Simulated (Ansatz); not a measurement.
# InH2O (SMILES [OH][InH]) at 6 levels

Aim: a comparison of 6 runs (U-r2SCAN0/STO-3G, U-wB97X/STO-3G, UHSE06/STO-3G, UMP2/STO-3G, UBCCD(T)/STO-3G, UCCSD(T)/STO-3G) of InH2O. 

Program for the calculation: Ansatz 0.2.0.

46 further runs of the same task are left out: 8 that didn't finish, 38 set aside as unsound or not needed.

## Step 1: The system as given

InH2O: 4 atoms, total charge 0, spin state doublet. SMILES: `[OH][InH]`. The In2–O1 distance was set to 3.005 Å, away from the relaxed value. At this shape a bond of the SMILES string is far longer than usual.

Bond lengths: O1–H3 0.960 Å, In2–H4 1.767 Å.

## Step 2: A single-point energy at U-r2SCAN0/STO-3G (run 1)

The input, molecule.yaml:

```yaml
crystal:
  periodic: [false, false, false]
  atoms:
    - symbol: O
      position_ang: [-0.729547, -1.904194, 0.486749]
    - symbol: In
      position_ang: [0.563900, 0.746600, -0.088500]
    - symbol: H
      position_ang: [-0.194347, -2.512994, 1.000849]
    - symbol: H
      position_ang: [-0.446700, 1.843000, -1.036000]
basis:
  gaussian: {orbitals: STO-3G}
magnetization: {spin_polarized: true, initial_magnetization: 1}
hamiltonian: {xc: {name: r2SCAN0}}
accuracy: high
```

On the command line:

```sh
$ ansatz run molecule.yaml --threads 1 --pin off --max-ram 2610MiB --events-out events.jsonl --progress --plain --runs-dir runs
```

What it wrote:

```text
Warning: RAYON_NUM_THREADS=1 ignored (pool sized by the plan → 1); use --threads N
Functional definition: r2SCAN0
  name "r2SCAN0"
  parameter a = 0.25
  parameter k0 = 0.174
  parameter k1 = 0.065
  parameter a1 = 4.9479
  exchange = (1 - a)*r2scan_x(k0 = k0, k1 = k1, a1 = a1) + a*exact_x
  correlation = r2scan_c
590 factors; integrals over basis functions are off by at most 2.9e-8 eV
mean field evaluation 1: about -156738.1532 eV, gradient 2.1e1 eV
mean field evaluation 2: about -156577.7785 eV, gradient 8.7e1 eV
mean field evaluation 4: about -156744.9123 eV, gradient 6.1e0 eV
mean field evaluation 8: about -156745.7073 eV, gradient 3.4e-1 eV
mean field evaluation 16: about -156745.7088 eV, gradient 4.9e-4 eV
mean field evaluation 32: about -156745.7088 eV, gradient 2.1e-7 eV
mean field -156745.70876558 eV, -5760.2985510776 hartree, gradient 7.5e-8 eV, S^2 0.856621; 4 other end points of the search recorded, 0 dependent functions left out
reference -156745.70876630 eV, -5760.2985511040 hartree; 30, 29 occupied and 4, 5 virtual orbitals, 590 factors
Total energy: -156745.70876630 eV, -5760.2985511040 hartree
```

Run time: 11 s. Hardware: 1 thread of Arm Neoverse V2, shared host; peak memory 0.27 GiB.

## Step 3: A single-point energy at U-wB97X/STO-3G (run 2)

The input, input.yaml:

```yaml
crystal:
  periodic: [false, false, false]
  atoms:
    - symbol: O
      position_ang: [-0.729547, -1.904194, 0.486749]
    - symbol: In
      position_ang: [0.563900, 0.746600, -0.088500]
    - symbol: H
      position_ang: [-0.194347, -2.512994, 1.000849]
    - symbol: H
      position_ang: [-0.446700, 1.843000, -1.036000]
basis:
  gaussian: {orbitals: STO-3G}
magnetization: {spin_polarized: true, initial_magnetization: 1}
accuracy: high
hamiltonian: {xc: {name: wB97X}}
```

On the command line:

```sh
$ ansatz run input.yaml --threads 1 --pin off --max-ram 2610MiB --events-out events.jsonl --progress --plain --runs-dir runs
```

What it wrote (excerpt; [...] marks lines left out):

```text
Warning: RAYON_NUM_THREADS=1 ignored (pool sized by the plan → 1); use --threads N
Functional definition: wB97X
  name "wB97X"
[...]
      + exact_x_lr(omega)
[...]
      + integral(e_c_pw_opposite_spin*poly(b97_u_opposite, 1, cos1, cos2, cos3, cos4))
590 factors; integrals over basis functions are off by at most 2.9e-8 eV
143 factors; integrals over basis functions are off by at most 1.6e-9 eV
[...]
mean field -156742.37997677 eV, -5760.1762203454 hartree, gradient 8.5e-8 eV, S^2 0.832153; 4 other end points of the search recorded, 0 dependent functions left out
reference -156742.37997509 eV, -5760.1762202835 hartree; 30, 29 occupied and 4, 5 virtual orbitals, 590 factors
Total energy: -156742.37997509 eV, -5760.1762202835 hartree
```

It took 17 s on 1 thread of Arm Neoverse V2, shared host; peak memory 0.43 GiB.

Runs 3 to 5 aren't shown in full; the table further down has their settings and results.

## Step 4: A single-point energy at UCCSD(T)/STO-3G (run 6)

The input, run.yaml:

```yaml
crystal:
  periodic: [false, false, false]
  atoms:
    - {symbol: O, position_ang: [-0.729547, -1.904194, 0.486749]}
    - {symbol: In, position_ang: [0.563900, 0.746600, -0.088500]}
    - {symbol: H, position_ang: [-0.194347, -2.512994, 1.000849]}
    - {symbol: H, position_ang: [-0.446700, 1.843000, -1.036000]}
basis:
  gaussian:
    orbitals: STO-3G
total_charge: 0
magnetization:
  spin_polarized: true
  initial_magnetization: 1
correlation:
  method: ccsd_t
  frozen_orbitals: {H: 0, In: 18, O: 1}
accuracy: high
scf:
  omitted_lower_state_checks: [cluster_reference, increment]
```

On the command line:

```sh
$ ansatz run run.yaml --threads 1 --pin off --max-ram 2610MiB --events-out events.jsonl --progress --plain --runs-dir runs
```

What it wrote:

```text
Warning: RAYON_NUM_THREADS=1 ignored (pool sized by the plan → 1); use --threads N
[... 17 lines left out ...]
19 core orbitals not correlated: weight in the atoms' cores, before any rotation towards them, 1.000 or more for the frozen orbitals, at most 0.000 for the correlated occupied ones
[... 56 lines left out ...]
Total energy: -156678.06786840 eV, -5757.8127939551 hartree
Checks for a lower state left out: cluster_reference, increment
```

It took 2.9 s on 1 thread of Arm Neoverse V2, shared host; peak memory 0.11 GiB.

## Step 5: Overview of the runs

| run | level | frozen core orbitals | energy (Eh) | ⟨S²⟩ | wall time |
| --- | --- | --- | --- | --- | --- |
| 1 | U-r2SCAN0/STO-3G | – | -5760.298551 | 0.857 | 11 s |
| 2 | U-wB97X/STO-3G | – | -5760.176220 | 0.832 | 17 s |
| 3 | UHSE06/STO-3G | – | -5759.710613 | 0.820 | 4.5 s |
| 4 | UMP2/STO-3G | 19 | -5757.784838 | 0.938 | 2.5 s |
| 5 | UBCCD(T)/STO-3G | 19 | -5757.812731 | 0.938 | 3.3 s |
| 6 | UCCSD(T)/STO-3G | 19 | -5757.812794 | 0.938 | 2.9 s |

## Step 6: Results

```
                                           quantity           value
                                run 6: total energy  -5757.81279 Eh
run 6: correlation energy (19 core orbitals frozen)       -66.3 mEh
                              run 6: (T) correction       -0.24 mEh
           run 6: ⟨S²⟩ of the reference determinant           0.938
                               run 6: T1 diagnostic           0.028
```

Totals of different functionals can't be ranked against each other. In runs 1, 2, 3, 4, 5, 6 the basis is minimal, so the values are rough. In runs 1, 2, 3, 4, 5, 6 relativity is left out where basis or elements ask for it. Spin contamination of the reference: run 4 ⟨S²⟩ = 0.94, run 5 ⟨S²⟩ = 0.94, run 6 ⟨S²⟩ = 0.94, run 1 ⟨S²⟩ = 0.86. All runs together took 41 s, the longest 17 s.
